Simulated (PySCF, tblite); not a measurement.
**C4H8BN2 radical: geometry, infrared bands and EPR parameters**

Wanted: the infrared bands and EPR parameters of C4H8BN2 radical (`C=[C]B(N=C)NC`), by calculation.

Programs: tblite 0.8.0 and PySCF 2.14.0, with density-fitted response routines of our own. Each step states its level of theory. These are calculated values for one molecule in the gas phase, unless marked as measured. Atoms count from 0, in the outputs and in this text.

## (1) The molecule as given

15 atoms, charge 0, multiplicity 2; geometry from: force field or distance geometry start.

Bonds of the start (Å): C0–C1 1.32, C1–B2 1.53, B2–N3 1.50, N3–C4 1.28, B2–N5 1.53, N5–C6 1.45, C0–H7 1.08, C0–H8 1.10, C4–H9 1.08, C4–H10 1.09, N5–H11 1.04, C6–H12 1.13, C6–H13 1.12, C6–H14 1.10.

## (2) Geometry optimisation with GFN2-xTB

What the job is given:

```
{"job": {"kind": "relax", "xc": "GFN2-xTB", "basis": "xTB"}, "charge": 0, "multiplicity": 2}
C     -1.301500    -1.838600     0.258900
C     -0.062500    -1.405500     0.160500
B      0.399300    -0.175000    -0.622900
N      1.869300     0.125300    -0.658700
C      2.703300    -0.378700     0.178900
N     -0.500800     1.002700    -1.000300
C     -0.993200     1.674300     0.190700
H     -1.613800    -2.701400     0.824500
H     -2.068900    -1.257000    -0.276700
H      2.444400    -1.058100     0.979900
H      3.745200    -0.093100     0.049200
H     -1.274400     0.727800    -1.641500
H     -1.605500     0.904000     0.738100
H     -0.122200     1.931500     0.837900
H     -1.623100     2.549800    -0.040500
```

On the command line:

```bash
$ OMP_NUM_THREADS=1 python probes_run.py task.json out
```

The driver reads the jobs from task.json and runs them one after another.

Standard output:

```text
step      E/eV     max force
  0    -531.67346    2.424
  1    -531.85619    1.785
  2    -531.96489    0.821
  3    -532.02267    0.772
  4    -532.11058    0.715
  5    -532.15342    0.773
  6    -532.26905    0.647
  7    -532.31954    0.615
  8    -532.36341    0.627
  9    -532.40662    0.515
 10    -532.44254    0.460
 11    -532.47549    0.488
 12    -532.50799    0.512
 13    -532.54595    0.559
 14    -532.58610    0.447
 15    -532.61729    0.409
 16    -532.63887    0.474
 17    -532.66106    0.477
 18    -532.68265    0.391
 19    -532.70363    0.448
 20    -532.72557    0.411
 21    -532.75681    0.445
 22    -532.80281    0.696
 23    -532.87674    0.794
 24    -532.94405    0.942
 25    -533.02729    1.017
 26    -533.05410    0.915
 27    -533.09370    0.606
 28    -533.11305    0.368
 29    -533.13834    0.443
 30    -533.15316    0.487
 31    -533.16057    0.190
 32    -533.16482    0.195
 33    -533.17209    0.238
 34    -533.17681    0.246
 35    -533.18129    0.178
 36    -533.18592    0.186
 37    -533.19184    0.225
 38    -533.19852    0.306
 39    -533.20571    0.346
 40    -533.21767    0.397
 41    -533.23164    0.312
 42    -533.24904    0.345
 43    -533.26511    0.305
 44    -533.27384    0.273
 45    -533.27551    0.763
 46    -533.28955    0.255
 47    -533.29749    0.188
 48    -533.30935    0.253
 49    -533.31790    0.257
 50    -533.32714    0.215
 51    -533.33347    0.243
 52    -533.34459    0.246
 53    -533.35730    0.248
 54    -533.36751    0.327
 55    -533.37615    0.303
 56    -533.39081    0.316
 57    -533.40820    0.356
 58    -533.42444    0.453
 59    -533.44191    0.376
 60    -533.45592    0.265
 61    -533.47100    0.357
 62    -533.48655    0.275
 63    -533.50314    0.351
 64    -533.51328    0.268
 65    -533.52152    0.235
 66    -533.53148    0.223
 67    -533.54190    0.249
 68    -533.54996    0.240
 69    -533.55773    0.181
 70    -533.56322    0.193
 71    -533.56790    0.287
 72    -533.57461    0.241
 73    -533.58179    0.232
 74    -533.58968    0.368
 75    -533.59465    0.201
 76    -533.60082    0.208
 77    -533.60956    0.399
 78    -533.60783    0.576
 79    -533.61803    0.167
 80    -533.62113    0.184
 81    -533.62569    0.298
 82    -533.62835    0.162
 83    -533.63087    0.154
 84    -533.63265    0.089
 85    -533.63394    0.099
 86    -533.63501    0.107
 87    -533.63584    0.082
 88    -533.63671    0.094
 89    -533.63756    0.106
 90    -533.63828    0.133
 91    -533.63892    0.107
 92    -533.63948    0.055
 93    -533.64013    0.062
 94    -533.64066    0.072
 95    -533.64134    0.087
 96    -533.64190    0.058
 97    -533.64236    0.054
 98    -533.64278    0.061
 99    -533.64326    0.076
100    -533.64376    0.079
101    -533.64425    0.076
102    -533.64465    0.077
103    -533.64493    0.048
104    -533.64514    0.035
105    -533.64533    0.034
106    -533.64553    0.049
107    -533.64574    0.051
108    -533.64596    0.042
109    -533.64617    0.034
110    -533.64637    0.031
111    -533.64657    0.040
112    -533.64676    0.042
113    -533.64694    0.029
114    -533.64707    0.024
115    -533.64716    0.022
116    -533.64722    0.020
117    -533.64727    0.016
118    -533.64731    0.015
119    -533.64734    0.011
120    -533.64736    0.012
121    -533.64737    0.012
122    -533.64739    0.011
123    -533.64740    0.016
124    -533.64743    0.021
125    -533.64746    0.022
126    -533.64751    0.023
127    -533.64757    0.027
128    -533.64762    0.025
129    -533.64765    0.018
130    -533.64768    0.012
131    -533.64769    0.007
```

It took 2.1 s on 1 thread of Intel Xeon at 2.50GHz, shared host; peak memory 0.18 GiB.

The steps of the relaxation: (not every step is listed)

```
step  energy from step 0 (eV)  largest force (eV/Å)
   0                   0.0000                2.4239
   1                  -0.1827                1.7847
   2                  -0.2914                0.8207
   3                  -0.3492                0.7716
   4                  -0.4371                0.7153
   5                  -0.4800                0.7731
   6                  -0.5956                0.6465
   7                  -0.6461                0.6149
   8                  -0.6900                0.6271
  19                  -1.0302                0.4475
  30                  -1.4797                0.4872
  41                  -1.5582                0.3119
  52                  -1.6711                0.2461
  63                  -1.8297                0.3514
  74                  -1.9162                0.3685
  85                  -1.9605                0.0994
  96                  -1.9684                0.0584
 107                  -1.9723                0.0506
 118                  -1.9738                0.0151
 126                  -1.9741                0.0226
 127                  -1.9741                0.0273
 128                  -1.9742                0.0248
 129                  -1.9742                0.0184
 130                  -1.9742                0.0119
 131                  -1.9742                0.0071
```

Close pairs (by a distance rule), those that changed most:

```
  bond  before (Å)  after (Å)  change (Å)
 B2–N5       1.530      1.418      -0.112
 B2–N3       1.501      1.421      -0.080
 N3–C4       1.285      1.238      -0.047
 C1–B2       1.530      1.484      -0.046
N5–H11       1.042      1.007      -0.034
C6–H12       1.126      1.096      -0.030
 C0–C1       1.316      1.289      -0.027
C6–H13       1.115      1.088      -0.027
```

The end geometry stands in the next job.

## (3) Harmonic vibrations with GFN2-xTB

What the job is given:

```
{"job": {"kind": "ir", "xc": "GFN2-xTB", "basis": "xTB"}, "charge": 0, "multiplicity": 2}
C     -1.292279    -2.740861    -0.440594
C     -0.787855    -1.588329    -0.159647
B     -0.159095    -0.266885     0.089391
N      1.135777    -0.235160     0.674253
C      2.344357    -0.211402     0.407685
N     -0.885670     0.932371    -0.121995
C     -0.419383     2.278735     0.073719
H     -1.890027    -3.316100     0.262367
H     -1.164666    -3.232501    -1.403065
H      3.081912    -0.229958     1.210950
H      2.759686    -0.170812    -0.608871
H     -1.855634     0.877145    -0.388082
H     -0.991255     2.789902     0.856595
H      0.626701     2.255472     0.372974
H     -0.506983     2.866372    -0.847592
```

Standard output:

```text
mode    cm-1     km/mol
  1      60.8      2.86
  2      83.6      6.34
  3      96.1      0.33
  4     113.9      0.51
  5     153.6      4.83
  6     188.6      9.55
  7     213.0      4.19
  8     304.1      1.79
  9     364.2      2.61
 10     433.0      1.03
 11     468.5     49.53
 12     529.9     87.25
 13     561.0      6.64
 14     674.5      4.24
 15     863.9     24.07
 16     906.3      1.34
 17     989.5      2.45
 18    1048.7     64.28
 19    1080.3     11.77
 20    1109.1      1.37
 21    1133.5     23.11
 22    1153.4     87.48
 23    1268.6    134.09
 24    1377.4      4.22
 25    1404.7    102.26
 26    1423.1     15.55
 27    1465.2      4.58
 28    1484.1      3.59
 29    1500.4      6.72
 30    1839.6     82.21
 31    1866.2     38.46
 32    2806.3    149.48
 33    2900.6     60.98
 34    2907.9     38.12
 35    2928.3    122.82
 36    2931.5    102.92
 37    2948.9     46.00
 38    3030.6     21.01
 39    3467.9      4.35
```

It took 1.1 s on 1 thread of Intel Xeon at 2.50GHz, shared host; peak memory 0.18 GiB.

The strongest bands and the atoms that carry them (share of the mass-weighted mode):

```
cm⁻¹  km/mol                                 atoms
 530    87.2                              H11 86 %
1153    87.5            B2 46 %, H13 13 %, N5 13 %
1269   134.1                     H11 39 %, B2 35 %
1405   102.3  H11 25 %, N5 22 %, H13 15 %, C6 12 %
1840    82.2                      N3 51 %, C4 42 %
2806   149.5                              H10 90 %
2928   122.8                               H9 82 %
2932   102.9                    H12 47 %, H14 40 %
```

## (4) EPR parameters: B3LYP/pcH-1

Settings changed since step 3:

```diff
@@ -1,2 +1,2 @@
-{"job": {"kind": "ir", "xc": "GFN2-xTB", "basis": "xTB"}, "charge": 0, "multiplicity": 2}
+{"job": {"kind": "epr", "basis": "pcH-1"}, "charge": 0, "multiplicity": 2}
 C     -1.292279    -2.740861    -0.440594
```

With the program's defaults for keys left out, this is: UKS B3LYP, pcH-1 on B C H N, non-relativistic, mean-field spin-orbit, GIAO.

Standard output:

```text
UKS, coarse grid
  cycle   1  E = -291.50559608  |g| = 3.84e-01
  cycle   2  E = -291.39868931  |g| = 6.22e-01
  cycle   3  E = -291.57652329  |g| = 1.23e-01
  cycle   4  E = -291.58279248  |g| = 3.74e-02
  cycle   5  E = -291.58329239  |g| = 1.97e-02
  cycle   6  E = -291.58348172  |g| = 4.40e-03
  cycle   7  E = -291.58350328  |g| = 2.08e-03
  cycle   8  E = -291.58351119  |g| = 1.01e-03
  cycle   9  E = -291.58351389  |g| = 5.70e-04
UKS, final grid
  cycle   1  E = -291.58349695  |g| = 8.26e-04
  cycle   2  E = -291.58349630  |g| = 1.49e-03
  cycle   3  E = -291.58349745  |g| = 1.45e-04
  cycle   4  E = -291.58349748  |g| = 1.17e-04
  cycle   5  E = -291.58349752  |g| = 7.61e-05
  cycle   6  E = -291.58349752  |g| = 1.20e-05
E = -291.58349752 Eh   <S^2> = 0.7581 (exact 0.7500)
g shifts (ppm)      1          2          3
  rmc          -149       -149       -149
  gc             34          4         37
  oz_so        -153        -12        750
  total        -268       -157        638
hyperfine (MHz)  atom isotope    a_iso     a_fc   dipolar eigenvalues
    0   13C     -55.77     -55.77    -13.71      3.16     10.55
    1   13C      58.38      58.38    -75.05    -58.90    133.95
    2   11B     -31.63     -31.63     -4.45      0.35      4.10
    3   14N       5.52       5.52     -3.00     -2.19      5.20
    4   13C       0.78       0.78     -2.07     -0.18      2.25
    5   14N       5.89       5.89     -5.46     -4.70     10.16
    6   13C      -4.70      -4.70     -0.57     -0.26      0.83
    7    1H     167.97     167.97     -4.60     -3.09      7.70
    8    1H     170.76     170.76     -4.50     -2.94      7.44
    9    1H       7.56       7.56     -1.16     -1.09      2.25
   10    1H      12.03      12.03     -1.40     -1.31      2.71
   11    1H      -7.85      -7.85     -4.26     -2.12      6.38
   12    1H      14.90      14.90     -1.34     -1.14      2.48
   13    1H       0.34       0.34     -1.55     -1.08      2.64
   14    1H      14.92      14.92     -1.30     -1.18      2.49
```

Wall time 2.1 min (1 thread of Intel Xeon at 2.50GHz, shared host); peak memory 0.99 GiB.

Principal g values 2.00205, 2.00216, 2.00296; g(iso) = 2.00239, against 2.00232 for a free electron.

Mean a(iso) over the nuclei that a row names, and the largest dipolar term of the row (other rows stand at the frozen geometry):

```
       nuclei  isotope  a(iso) (MHz)  a(iso) (G, at g = 2.0023)  largest dipolar term (MHz)
           H8       1H         170.8                       60.9                         7.4
           H7       1H         168.0                       59.9                         7.7
           C1      13C          58.4                       20.8                       134.0
           C0      13C         -55.8                      -19.9                       -13.7
           B2      11B         -31.6                      -11.3                        -4.4
          H10       1H          12.0                        4.3                         2.7
H12, H13, H14       1H          10.1                        3.6                         2.6
          H11       1H          -7.9                       -2.8                         6.4
           H9       1H           7.6                        2.7                         2.2
           N5      14N           5.9                        2.1                        10.2
           N3      14N           5.5                        2.0                         5.2
           C6      13C          -4.7                       -1.7                         0.8
           C4      13C           0.8                        0.3                         2.2
```

Mulliken spin populations:

C0 -0.17; C1 0.90; B2 -0.03; N3 0.05; C4 -0.01; N5 0.09; C6 -0.01; H7 0.07; H8 0.07; H9 0.00; H10 0.01; H11 0.00; H12 0.01; H13 0.00; H14 0.01

In first order the couplings over 0.8 MHz of 1H, 11B, 14N give 4245 distinct lines over 183.4 G, if the averaged nuclei exchange fast.

The fields below are evaluated on a grid from the run's orbitals.

ELF in a plane through or near 8 of the atoms.

Ten even steps from ' ' (0.00) to '@' (1.00):
```
                                                        
                                                        
                                                        
                                                        
                        ..==::                          
                ..      ##@@%%..      ..                
              ::====..::%%@@%%..  ..==++--..            
              --**--++##++##==  ..++####++==::..        
              ::==**==%%..++++--****%%##--**++::        
            ::##@@@@++--**##::==%%====++**==++::        
            **@@@@@@::  ::**::--##**##%%**++--..        
            ..**++    --**%%%%==..::++**++==::          
                    ==##%%####==      ----..            
                  ::==++..::##**::                      
                  ..==**--::++==::                      
                  ..==##%%**--..                        
                    ..====::                            
                                                        
                                                        
                                                        
```
The map spans 12.5 Å across and 11.5 Å up, centred on the molecule. Atoms in the plane (x, y in Å): C0 (3.0, 0.5), C1 (1.8, 0.3), B2 (0.3, 0.1), C4 (-0.5, -2.3), N5 (-0.6, 1.1), C6 (-2.1, 1.1), H11 (-0.3, 2.1), H13 (-2.4, 0.0).

log10 of the density (e/Å³) in the same plane.

Ten even steps from '0' (-4.0) to '9' (2.0):
```
0000000000000000000000000000
0000000000000000000000000000
0000000000000000000000000000
0000000000000000000000000000
0000001222223321100000000000
0000012333344543222222110000
0000123455556754333433321000
0000134566667754445555432100
0000134568777765666666543100
0000124566666676787796643200
0000123455545666666665543100
0000012344456765554444332000
0000001223456765433333211000
0000000124568765432211100000
0000000123567654321000000000
0000000023456543210000000000
0000000012334432100000000000
0000000001122211000000000000
0000000000000000000000000000
0000000000000000000000000000
```
The map spans 12.5 Å across and 11.5 Å up, centred on the molecule. Atoms in the plane (x, y in Å): C0 (3.0, 0.5), C1 (1.8, 0.3), B2 (0.3, 0.1), C4 (-0.5, -2.3), N5 (-0.6, 1.1), C6 (-2.1, 1.1), H11 (-0.3, 2.1), H13 (-2.4, 0.0).

On the surface of density 0.002 e/bohr³ the electrostatic potential runs, from the 1st to the 99th percentile, from -1.36 V near N3 to 1.36 V near H11.

The spin density lies nearest to C1 60 %; N5 7 %; C0 6 % (beta excess); H7, H8 about 6 % each.

## (5) What came out

| quantity | value |
| --- | --- |
| strongest single infrared mode (GFN2-xTB) | 2806 cm⁻¹, 149 km/mol |
| zero-point energy (GFN2-xTB) | 71.6 kcal/mol |
| g(iso) (B3LYP) | 2.00239 |
| ⟨S²⟩ | 0.758 (exact 0.75) |
| largest a(iso) (averaged by class) | 1H on H8, 170.8 MHz |
| surface potential, 1st and 99th percentile | -1.36 V and 1.36 V |

Relaxing lowered the energy by 1.974 eV in 131 steps; the close pair that moved most is B2–N5, from 1.530 to 1.418 Å. All 39 modes are real, so the xTB geometry is a minimum. The strongest single mode, at 2806 cm⁻¹, moves mainly H10. Unscaled tight-binding wavenumbers are off by several per cent, some by more. Its intensities can rank the bands wrongly. C1 carries the largest spin population, 0.90 e. The isotropic g lies 0.1 ppt above the free-electron value.
